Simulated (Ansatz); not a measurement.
This was printed by a script on Ansatz 0.2.0 through its Python package, for harmonic frequencies at the relaxed geometry of BFH₅NSn, SMILES B[NH][SnH2][F]. What did the script look like? Level of theory (for the species named): PBE, def2-SVP basis, multiplicity 1.

Input file `bfh5nsn.xyz`:
```text
9

B    -0.00370    1.56560    0.11700
N     0.70050    0.40560    0.64920
Sn   -0.02560   -1.24590   -0.37360
F     0.95880   -2.82880    0.32160
H     0.09350    1.93260   -1.03830
H    -0.76010    2.25680    0.81010
H     0.45110    0.29480    1.65370
H    -1.68360   -1.36860   -0.13170
H     0.35760   -1.05860   -2.02500
```

Output of `python freq_bfh5nsn.py`:
```text
step   1  E = -10786.672656 eV  largest force component 1.2415 eV/A
step   2  E = -10786.926804 eV  largest force component 1.0969 eV/A
step   3  E = -10787.032555 eV  largest force component 0.9210 eV/A
step   4  E = -10787.175347 eV  largest force component 0.4058 eV/A
step   5  E = -10787.253503 eV  largest force component 0.3113 eV/A
step   6  E = -10787.274694 eV  largest force component 0.7378 eV/A
step   7  E = -10787.297086 eV  largest force component 0.1731 eV/A
step   8  E = -10787.296934 eV  largest force component 0.3886 eV/A
step   9  E = -10787.302734 eV  largest force component 0.0890 eV/A
step  10  E = -10787.304014 eV  largest force component 0.2229 eV/A
step  11  E = -10787.305659 eV  largest force component 0.3097 eV/A
step  12  E = -10787.309612 eV  largest force component 0.2028 eV/A
step  13  E = -10787.316276 eV  largest force component 0.1541 eV/A
step  14  E = -10787.318999 eV  largest force component 0.0307 eV/A
step  15  E = -10787.319406 eV  largest force component 0.0128 eV/A
step  16  E = -10787.319468 eV  largest force component 0.0076 eV/A
step  17  E = -10787.319454 eV  largest force component 0.0294 eV/A
step  18  E = -10787.319504 eV  largest force component 0.0060 eV/A
step  19  E = -10787.319513 eV  largest force component 0.0049 eV/A
step  20  E = -10787.319511 eV  largest force component 0.0065 eV/A
step  21  E = -10787.319515 eV  largest force component 0.0021 eV/A
final positions (A) and the move of each atom
B     0.21251    1.66874    0.15770    0.2430
N    -0.15532    0.41610    0.67740    0.8563
Sn   -0.19801   -1.32506   -0.43808    0.2004
F     1.40293   -2.33868    0.07966    0.7043
H     0.50541    1.76140   -1.02404    0.4463
H     0.22425    2.64595    0.88723    1.0613
H    -0.39316    0.33877    1.67179    0.8456
H    -1.51186   -2.32702    0.05611    0.9916
H     0.00174   -0.88672   -2.08477    0.3997
mode  1      61.2 1/cm     7.59 meV
mode  2     152.6 1/cm    18.91 meV
mode  3     219.5 1/cm    27.22 meV
mode  4     311.8 1/cm    38.66 meV
mode  5     420.1 1/cm    52.08 meV
mode  6     511.0 1/cm    63.36 meV
mode  7     531.6 1/cm    65.92 meV
mode  8     600.4 1/cm    74.44 meV
mode  9     623.9 1/cm    77.35 meV
mode 10     648.3 1/cm    80.38 meV
mode 11     784.4 1/cm    97.25 meV
mode 12     894.6 1/cm   110.92 meV
mode 13     968.8 1/cm   120.12 meV
mode 14    1123.8 1/cm   139.33 meV
mode 15    1176.2 1/cm   145.83 meV
mode 16    1347.8 1/cm   167.11 meV
mode 17    1867.8 1/cm   231.58 meV
mode 18    1914.1 1/cm   237.32 meV
mode 19    2484.1 1/cm   307.99 meV
mode 20    2571.6 1/cm   318.84 meV
mode 21    3495.7 1/cm   433.42 meV
imaginary modes: 0  zero-point energy: 1.4078 eV
H(298 K) - E = 1.6131 eV
S(298 K, 1 bar) = 343.2 J/(mol K) with symmetry number 1
```

The script that was run (others could print the same):

`freq_bfh5nsn.py`
```python
# -*- coding: utf-8 -*-
import ansatz as az
from ase import Atoms
from ase.thermochemistry import IdealGasThermo
import numpy as np


def main():
    geometry = az.Crystal.molecule_from_extxyz("bfh5nsn.xyz")

    calculation = (
        geometry.calculation()
        .basis(gaussian="def2-SVP")
        .functional("PBE")
    )
    symbols = [site.symbol for site in geometry.cartesian_sites]
    start = np.array([site.position_ang for site in geometry.cartesian_sites], dtype=float)
    def progress(event):
        if event["event"] == "relax_step":
            row = event["data"]
            print(f"step {row['step']:3d}  E = {row['lagrangian_ev']:.6f} eV  largest force component {row['allowed_force_max_ev_ang']:.4f} eV/A")


    report = calculation.relax(force_tolerance=0.003, max_steps=100).session().plan().execute(on_event=progress).report
    end = np.array(report["positions_ang"])

    print("final positions (A) and the move of each atom")
    for symbol, xyz, old in zip(symbols, end, start):
        print(f"{symbol:2s} {xyz[0]:10.5f} {xyz[1]:10.5f} {xyz[2]:10.5f}   {np.linalg.norm(xyz - old):7.4f}")

    minimum = az.Crystal.molecule()
    for symbol, place in zip(symbols, end):
        minimum = minimum.atom(symbol, place.tolist())
    vibrating = (
        minimum.calculation()
        .basis(gaussian="def2-SVP")
        .functional("PBE")
        .phonons(temperatures=(100, 500, 100))
    )
    vib = vibrating.run(threads=1).report["vibrations"]
    sums = vib["harmonic_sums"]
    modes = [m["omega_inv_cm"] for m in sums["modes_at_gamma"] if m["rigid_motion"] == "no"]
    for number, w in enumerate(modes, start=1):
        print(f"mode {number:2d} {w:9.1f} 1/cm {w / 8065.544 * 1000:8.2f} meV")
    print("imaginary modes:", sum(w < 0 for w in modes), " zero-point energy:", round(sums["zero_point_energy_ev"], 4), "eV")
    gas = IdealGasThermo(vib_energies=[w / 8065.544 for w in modes if w > 0], geometry="linear" if len(modes) == 3 * len(symbols) - 5 else "nonlinear",
                         atoms=Atoms(symbols, positions=end), symmetrynumber=1, spin=0.0)
    print(f"H(298 K) - E = {gas.get_enthalpy(298.15, verbose=False):.4f} eV")
    print(f"S(298 K, 1 bar) = {96485.33 * gas.get_entropy(298.15, 1e5, verbose=False):.1f} J/(mol K) with symmetry number 1")


if __name__ == "__main__":
    main()
```

Total energies depend on the basis set; only differences at equal settings carry meaning. The frequencies are harmonic and unscaled, in a modest basis. def2 sets replace the cores of elements past krypton by effective core potentials. The entropy takes a symmetry number of 1; a symmetric molecule's is lower by R ln(sigma). It ran for 2.7 min on 1 thread of Arm Neoverse V1, on a shared host, peak memory 0.27 GiB.
